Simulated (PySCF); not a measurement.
# A gas-phase reaction: BClH2 + BrH → BBrH2 + ClH

Wanted: the reaction energy for `BCl` + `Br` → `BBr` + `Cl`.

Programs: PySCF 2.14.0. All values are calculated, for the isolated system unless a continuum is named. Atoms count from 0, parts from 1.

## (1) The system as given

Each species was relaxed by itself at PBE0-D3(BJ)/def2-SVPD.

## (2) Reaction energy: wB97M-D3(BJ)/def2-TZVPD

The job: settings as JSON, then the geometry in Å.

```
{"job": {"kind": "react", "xc": "wB97M-D3(BJ)", "basis": "def2-TZVPD"}, "charge": 0, "multiplicity": 1}
-1 BClH2 charge 0 multiplicity 1
B     -0.046430    -0.070480     0.065250
Cl     0.342400     1.628330     0.036550
H      0.720060    -0.810060     0.618630
H     -1.062220    -0.422380    -0.468810

-1 BrH charge 0 multiplicity 1
Br     0.715020     0.007640    -0.001680
H     -0.708680    -0.004390     0.000970

+1 BBrH2 charge 0 multiplicity 1
B     -0.097940     0.157770     0.063830
Br     0.734430    -1.338100    -0.745360
H      0.608910     1.020930     0.504520
H     -1.296660     0.178820     0.102160

+1 ClH charge 0 multiplicity 1
Cl     0.644690     0.006570    -0.000820
H     -0.643460    -0.005410     0.001820
```

Level: wB97M-D3(BJ)/def2-TZVPD reaction energy of separated species, gas phase.

Command:

```console
$ OMP_NUM_THREADS=1 python cluster_run.py task.json out
```

One launch serves the whole session: the jobs run in the order shown.

Output:

```text
species 1 (BClH2)
coarse grid: 16440 points
cycle   1  E = -486.3226770920  dE =  1.753e-02  |g| = 2.338e-01  |ddm| = 1.264e+00
cycle   2  E = -486.3348229134  dE = -1.215e-02  |g| = 1.896e-01  |ddm| = 3.511e-01
cycle   3  E = -486.3437912810  dE = -8.968e-03  |g| = 1.855e-02  |ddm| = 1.418e-01
cycle   4  E = -486.3439574559  dE = -1.662e-04  |g| = 5.351e-03  |ddm| = 2.641e-02
cycle   5  E = -486.3439759402  dE = -1.848e-05  |g| = 1.010e-03  |ddm| = 9.474e-03
cycle   6  E = -486.3439765968  dE = -6.566e-07  |g| = 3.755e-04  |ddm| = 1.641e-03
final grid: 33704 points
cycle   7  E = -486.3439327144  dE = -7.151e-08  |g| = 2.306e-04  |ddm| = 9.101e-04
cycle   8  E = -486.3439327260  dE = -1.164e-08  |g| = 1.448e-04  |ddm| = 3.048e-04
cycle   9  E = -486.3439327295  dE = -3.511e-09  |g| = 2.158e-05  |ddm| = 1.246e-04
cycle  10  E = -486.3439327301  dE = -6.013e-10  |g| = 1.151e-05  |ddm| = 4.799e-05
converged SCF energy = -486.3439327301

species 2 (BrH)
coarse grid: 9808 points
cycle   1  E = -2574.7444816315  dE = -1.115e+00  |g| = 2.814e-01  |ddm| = 9.887e-01
cycle   2  E = -2574.7574487724  dE = -1.297e-02  |g| = 1.487e-01  |ddm| = 2.655e-01
cycle   3  E = -2574.7608845953  dE = -3.436e-03  |g| = 8.657e-03  |ddm| = 8.708e-02
cycle   4  E = -2574.7609219603  dE = -3.737e-05  |g| = 2.523e-03  |ddm| = 1.268e-02
cycle   5  E = -2574.7609263908  dE = -4.430e-06  |g| = 6.497e-04  |ddm| = 4.934e-03
final grid: 18448 points
cycle   6  E = -2574.7609110759  dE = -1.922e-07  |g| = 3.883e-04  |ddm| = 9.238e-04
cycle   7  E = -2574.7609111035  dE = -2.762e-08  |g| = 2.729e-04  |ddm| = 3.936e-04
cycle   8  E = -2574.7609111106  dE = -7.073e-09  |g| = 3.379e-05  |ddm| = 1.359e-04
cycle   9  E = -2574.7609111116  dE = -1.027e-09  |g| = 1.120e-05  |ddm| = 6.292e-05
cycle  10  E = -2574.7609111117  dE = -6.185e-11  |g| = 1.703e-06  |ddm| = 1.292e-05
converged SCF energy = -2574.7609111117

species 3 (BBrH2)
coarse grid: 17456 points
cycle   1  E = -2600.2123644129  dE = -1.025e+00  |g| = 2.954e-01  |ddm| = 1.441e+00
cycle   2  E = -2600.2261989156  dE = -1.383e-02  |g| = 1.795e-01  |ddm| = 3.724e-01
cycle   3  E = -2600.2333487848  dE = -7.150e-03  |g| = 2.487e-02  |ddm| = 1.394e-01
cycle   4  E = -2600.2335367895  dE = -1.880e-04  |g| = 1.308e-02  |ddm| = 2.678e-02
cycle   5  E = -2600.2335821770  dE = -4.539e-05  |g| = 1.767e-03  |ddm| = 1.393e-02
cycle   6  E = -2600.2335838466  dE = -1.670e-06  |g| = 5.667e-04  |ddm| = 2.874e-03
final grid: 35032 points
cycle   7  E = -2600.2335975331  dE = -1.170e-07  |g| = 4.489e-04  |ddm| = 1.260e-03
cycle   8  E = -2600.2335975540  dE = -2.082e-08  |g| = 3.774e-04  |ddm| = 5.150e-04
cycle   9  E = -2600.2335975671  dE = -1.314e-08  |g| = 3.193e-05  |ddm| = 2.074e-04
cycle  10  E = -2600.2335975683  dE = -1.233e-09  |g| = 1.329e-05  |ddm| = 7.103e-05
cycle  11  E = -2600.2335975685  dE = -1.523e-10  |g| = 3.246e-06  |ddm| = 2.667e-05
converged SCF energy = -2600.2335975685

species 4 (ClH)
coarse grid: 8792 points
cycle   1  E = -460.8503336398  dE = -8.164e-02  |g| = 2.169e-01  |ddm| = 7.239e-01
cycle   2  E = -460.8625129855  dE = -1.218e-02  |g| = 1.397e-01  |ddm| = 2.651e-01
cycle   3  E = -460.8670522492  dE = -4.539e-03  |g| = 1.358e-02  |ddm| = 9.818e-02
cycle   4  E = -460.8670933319  dE = -4.108e-05  |g| = 3.364e-03  |ddm| = 9.545e-03
cycle   5  E = -460.8670995802  dE = -6.248e-06  |g| = 8.515e-04  |ddm| = 3.915e-03
final grid: 17120 points
cycle   6  E = -460.8670683226  dE = -3.716e-07  |g| = 3.676e-04  |ddm| = 8.892e-04
cycle   7  E = -460.8670683689  dE = -4.627e-08  |g| = 1.618e-04  |ddm| = 3.981e-04
cycle   8  E = -460.8670683754  dE = -6.574e-09  |g| = 4.221e-05  |ddm| = 1.295e-04
cycle   9  E = -460.8670683768  dE = -1.315e-09  |g| = 3.975e-06  |ddm| = 6.531e-05
cycle  10  E = -460.8670683768  dE = -4.206e-12  |g| = 8.166e-07  |ddm| = 3.313e-06
converged SCF energy = -460.8670683768

Reaction energy = 2.617 kcal/mol
```

It took 9.5 s on 1 thread of Arm Neoverse N1, shared host; peak memory 0.42 GiB.

Species by species (with the dispersion term, which the log's SCF energies lack):

| ν | species | energy (Eh) | HOMO (eV) |
| --- | --- | --- | --- |
| -1 | BCl | -486.34638 | -11.04 |
| -1 | Br | -2574.76148 | -11.15 |
| +1 | BBr | -2600.23607 | -10.54 |
| +1 | Cl | -460.86761 | -11.93 |

## (3) Energies of the species: PBE0-D3(BJ)/def2-TZVPD

Settings changed since step 2:

```diff
@@ -1,2 +1,2 @@
-{"job": {"kind": "react", "xc": "wB97M-D3(BJ)", "basis": "def2-TZVPD"}, "charge": 0, "multiplicity": 1}
+{"job": {"kind": "react", "xc": "PBE0", "basis": "def2-TZVPD", "disp": "d3bj"}, "charge": 0, "multiplicity": 1}
 -1 BClH2 charge 0 multiplicity 1
```

Level: PBE0-D3(BJ)/def2-TZVPD reaction energy of separated species, gas phase.

Output:

```text
species 1 (BClH2)
coarse grid: 3952 points
cycle   1  E = -486.0896757972  dE = -1.984e-02  |g| = 1.420e-01  |ddm| = 1.300e+00
cycle   2  E = -486.0904513261  dE = -7.755e-04  |g| = 1.432e-01  |ddm| = 2.700e-01
cycle   3  E = -486.0956388059  dE = -5.187e-03  |g| = 2.421e-02  |ddm| = 1.304e-01
cycle   4  E = -486.0957653372  dE = -1.265e-04  |g| = 7.868e-03  |ddm| = 1.793e-02
cycle   5  E = -486.0957814945  dE = -1.616e-05  |g| = 1.284e-03  |ddm| = 6.300e-03
cycle   6  E = -486.0957819478  dE = -4.533e-07  |g| = 3.881e-05  |ddm| = 9.054e-04
final grid: 33704 points
cycle   7  E = -486.0953113374  dE = -1.435e-05  |g| = 2.824e-03  |ddm| = 1.990e-02
cycle   8  E = -486.0953120979  dE = -7.605e-07  |g| = 1.943e-03  |ddm| = 3.666e-03
cycle   9  E = -486.0953129727  dE = -8.748e-07  |g| = 3.331e-04  |ddm| = 1.640e-03
cycle  10  E = -486.0953130003  dE = -2.762e-08  |g| = 8.886e-05  |ddm| = 2.518e-04
cycle  11  E = -486.0953130022  dE = -1.905e-09  |g| = 1.988e-05  |ddm| = 8.294e-05
cycle  12  E = -486.0953130023  dE = -1.068e-10  |g| = 2.068e-06  |ddm| = 1.705e-05
converged SCF energy = -486.0953130023

species 2 (BrH)
coarse grid: 9808 points
cycle   1  E = -2574.4494534532  dE = -1.081e+00  |g| = 2.724e-01  |ddm| = 1.042e+00
cycle   2  E = -2574.4540917238  dE = -4.638e-03  |g| = 1.699e-01  |ddm| = 2.601e-01
cycle   3  E = -2574.4588661758  dE = -4.774e-03  |g| = 3.007e-02  |ddm| = 1.194e-01
cycle   4  E = -2574.4590976672  dE = -2.315e-04  |g| = 4.156e-03  |ddm| = 2.212e-02
cycle   5  E = -2574.4591016697  dE = -4.003e-06  |g| = 1.311e-03  |ddm| = 4.270e-03
final grid: 18448 points
cycle   6  E = -2574.4591027900  dE = -7.034e-08  |g| = 1.375e-03  |ddm| = 2.024e-03
cycle   7  E = -2574.4591028044  dE = -1.434e-08  |g| = 1.399e-03  |ddm| = 1.791e-03
cycle   8  E = -2574.4591030253  dE = -2.209e-07  |g| = 5.149e-05  |ddm| = 8.398e-04
cycle   9  E = -2574.4591030259  dE = -6.626e-10  |g| = 1.026e-05  |ddm| = 4.413e-05
converged SCF energy = -2574.4591030259

species 3 (BBrH2)
coarse grid: 17456 points
cycle   1  E = -2599.8792106912  dE = -1.061e+00  |g| = 2.671e-01  |ddm| = 1.495e+00
cycle   2  E = -2599.8831931699  dE = -3.982e-03  |g| = 1.619e-01  |ddm| = 2.421e-01
cycle   3  E = -2599.8849692199  dE = -1.776e-03  |g| = 1.792e-02  |ddm| = 9.171e-02
cycle   4  E = -2599.8850421106  dE = -7.289e-05  |g| = 9.888e-03  |ddm| = 2.050e-02
cycle   5  E = -2599.8850703496  dE = -2.824e-05  |g| = 2.240e-03  |ddm| = 8.895e-03
cycle   6  E = -2599.8850713919  dE = -1.042e-06  |g| = 3.068e-04  |ddm| = 2.310e-03
final grid: 35032 points
cycle   7  E = -2599.8851007891  dE = -1.844e-09  |g| = 3.767e-04  |ddm| = 8.455e-04
cycle   8  E = -2599.8851007698  dE =  1.925e-08  |g| = 4.959e-04  |ddm| = 6.686e-04
cycle   9  E = -2599.8851008209  dE = -5.106e-08  |g| = 3.058e-05  |ddm| = 3.630e-04
cycle  10  E = -2599.8851008211  dE = -2.447e-10  |g| = 6.258e-06  |ddm| = 2.717e-05
converged SCF energy = -2599.8851008211

species 4 (ClH)
coarse grid: 2248 points
cycle   1  E = -460.6537845672  dE = -4.644e-02  |g| = 1.882e-01  |ddm| = 7.411e-01
cycle   2  E = -460.6558534255  dE = -2.069e-03  |g| = 1.902e-01  |ddm| = 3.151e-01
cycle   3  E = -460.6653817219  dE = -9.528e-03  |g| = 1.506e-02  |ddm| = 1.513e-01
cycle   4  E = -460.6654037787  dE = -2.206e-05  |g| = 2.693e-03  |ddm| = 7.323e-03
cycle   5  E = -460.6654053266  dE = -1.548e-06  |g| = 1.111e-03  |ddm| = 2.553e-03
final grid: 17120 points
cycle   6  E = -460.6658904275  dE = -4.429e-06  |g| = 2.164e-03  |ddm| = 7.338e-03
cycle   7  E = -460.6658904570  dE = -2.954e-08  |g| = 1.795e-03  |ddm| = 2.512e-03
cycle   8  E = -460.6658910747  dE = -6.177e-07  |g| = 1.533e-04  |ddm| = 1.363e-03
cycle   9  E = -460.6658910816  dE = -6.896e-09  |g| = 2.148e-05  |ddm| = 1.086e-04
cycle  10  E = -460.6658910817  dE = -1.044e-10  |g| = 4.933e-06  |ddm| = 1.682e-05
converged SCF energy = -460.6658910817

Reaction energy = 2.068 kcal/mol
```

It took 4.8 s on 1 thread of Arm Neoverse N1, shared host; peak memory 0.42 GiB.

Reaction energy at this level: 2.07 kcal/mol.

## (4) Reaction energy: MP2/def2-TZVPD

Settings changed since step 3:

```diff
@@ -1,2 +1,2 @@
-{"job": {"kind": "react", "xc": "PBE0", "basis": "def2-TZVPD", "disp": "d3bj"}, "charge": 0, "multiplicity": 1}
+{"job": {"kind": "react", "xc": "MP2", "basis": "def2-TZVPD"}, "charge": 0, "multiplicity": 1}
 -1 BClH2 charge 0 multiplicity 1
```

Method: MP2/def2-TZVPD reaction energy of separated species, gas phase.

Output:

```text
species 1 (BClH2)
final grid: 33704 points
cycle   1  E = -485.3555998441  dE =  2.905e-02  |g| = 2.897e-01  |ddm| = 1.221e+00
cycle   2  E = -485.3852089237  dE = -2.961e-02  |g| = 1.276e-01  |ddm| = 3.356e-01
cycle   3  E = -485.3897251420  dE = -4.516e-03  |g| = 2.935e-02  |ddm| = 1.117e-01
cycle   4  E = -485.3901570569  dE = -4.319e-04  |g| = 6.055e-03  |ddm| = 3.915e-02
cycle   5  E = -485.3901812374  dE = -2.418e-05  |g| = 1.767e-03  |ddm| = 7.899e-03
cycle   6  E = -485.3901840029  dE = -2.765e-06  |g| = 5.327e-04  |ddm| = 2.658e-03
cycle   7  E = -485.3901842562  dE = -2.534e-07  |g| = 1.232e-04  |ddm| = 9.998e-04
cycle   8  E = -485.3901842669  dE = -1.064e-08  |g| = 3.208e-05  |ddm| = 2.484e-04
cycle   9  E = -485.3901842678  dE = -9.218e-10  |g| = 8.878e-06  |ddm| = 5.690e-05
converged SCF energy = -485.3901842678

species 2 (BrH)
final grid: 18448 points
cycle   1  E = -2572.9852621438  dE = -1.144e+00  |g| = 2.202e-01  |ddm| = 9.639e-01
cycle   2  E = -2572.9999185654  dE = -1.466e-02  |g| = 7.760e-02  |ddm| = 2.157e-01
cycle   3  E = -2573.0014423462  dE = -1.524e-03  |g| = 1.588e-02  |ddm| = 5.815e-02
cycle   4  E = -2573.0016142466  dE = -1.719e-04  |g| = 5.005e-03  |ddm| = 1.886e-02
cycle   5  E = -2573.0016333724  dE = -1.913e-05  |g| = 1.691e-03  |ddm| = 6.805e-03
cycle   6  E = -2573.0016347755  dE = -1.403e-06  |g| = 3.418e-04  |ddm| = 2.059e-03
cycle   7  E = -2573.0016348492  dE = -7.364e-08  |g| = 5.979e-05  |ddm| = 6.414e-04
cycle   8  E = -2573.0016348506  dE = -1.428e-09  |g| = 8.468e-06  |ddm| = 8.660e-05
cycle   9  E = -2573.0016348506  dE = -4.093e-11  |g| = 1.310e-06  |ddm| = 1.889e-05
converged SCF energy = -2573.0016348506

species 3 (BBrH2)
final grid: 35032 points
cycle   1  E = -2598.2536949431  dE = -1.025e+00  |g| = 2.968e-01  |ddm| = 1.379e+00
cycle   2  E = -2598.2834463534  dE = -2.975e-02  |g| = 1.232e-01  |ddm| = 3.588e-01
cycle   3  E = -2598.2880645288  dE = -4.618e-03  |g| = 3.109e-02  |ddm| = 1.181e-01
cycle   4  E = -2598.2885144456  dE = -4.499e-04  |g| = 1.025e-02  |ddm| = 3.840e-02
cycle   5  E = -2598.2885443687  dE = -2.992e-05  |g| = 2.398e-03  |ddm| = 1.058e-02
cycle   6  E = -2598.2885490757  dE = -4.707e-06  |g| = 7.902e-04  |ddm| = 3.983e-03
cycle   7  E = -2598.2885497504  dE = -6.746e-07  |g| = 2.266e-04  |ddm| = 1.756e-03
cycle   8  E = -2598.2885497971  dE = -4.669e-08  |g| = 4.816e-05  |ddm| = 5.131e-04
cycle   9  E = -2598.2885497995  dE = -2.434e-09  |g| = 1.186e-05  |ddm| = 1.085e-04
cycle  10  E = -2598.2885497997  dE = -1.446e-10  |g| = 2.114e-06  |ddm| = 2.580e-05
converged SCF energy = -2598.2885497997

species 4 (ClH)
final grid: 17120 points
cycle   1  E = -460.0817355598  dE = -1.008e-01  |g| = 2.132e-01  |ddm| = 7.101e-01
cycle   2  E = -460.0969054291  dE = -1.517e-02  |g| = 8.401e-02  |ddm| = 2.053e-01
cycle   3  E = -460.0986387660  dE = -1.733e-03  |g| = 1.826e-02  |ddm| = 5.472e-02
cycle   4  E = -460.0988473299  dE = -2.086e-04  |g| = 6.315e-03  |ddm| = 1.638e-02
cycle   5  E = -460.0988773290  dE = -3.000e-05  |g| = 1.289e-03  |ddm| = 7.398e-03
cycle   6  E = -460.0988785450  dE = -1.216e-06  |g| = 2.807e-04  |ddm| = 1.659e-03
cycle   7  E = -460.0988785983  dE = -5.327e-08  |g| = 4.150e-05  |ddm| = 4.895e-04
cycle   8  E = -460.0988785990  dE = -7.340e-10  |g| = 7.806e-06  |ddm| = 6.177e-05
converged SCF energy = -460.0988785990

Reaction energy = 1.299 kcal/mol
```

Run time: 2.4 s. Hardware: 1 thread of Arm Neoverse N1, shared host; peak memory 0.45 GiB.

Reaction energy at this level: 1.30 kcal/mol.

## (5) Side by side

Energies in kcal/mol, with wall time:

| run | reaction | time |
| --- | --- | --- |
| wB97M-D3(BJ)/def2-TZVPD | 2.62 | 9.5 s |
| PBE0-D3(BJ)/def2-TZVPD | 2.07 | 4.8 s |
| MP2/def2-TZVPD | 1.30 | 2.4 s |

## (6) Summary of results

| quantity | value |
| --- | --- |
| reaction energy (wB97M-D3(BJ)/def2-TZVPD) | 2.62 kcal/mol |
| ΔH, ΔG at 298 K (xTB thermal terms) | +2.9, +2.9 kcal/mol |
| range of the reaction energy over the runs of this table | 1.30 to 2.62 kcal/mol |

**Reading.** The reaction is endothermic by 2.9 kcal/mol in the gas phase; dispersion gives -0.00, and xTB itself gave -1.22 for the electronic energy (xTB energies and thermal terms come from the earlier relaxation of each species, not shown). No barrier was sought. The reaction energy runs from 1.30 (MP2/def2-TZVPD) to 2.62 kcal/mol (wB97M-D3(BJ)/def2-TZVPD).
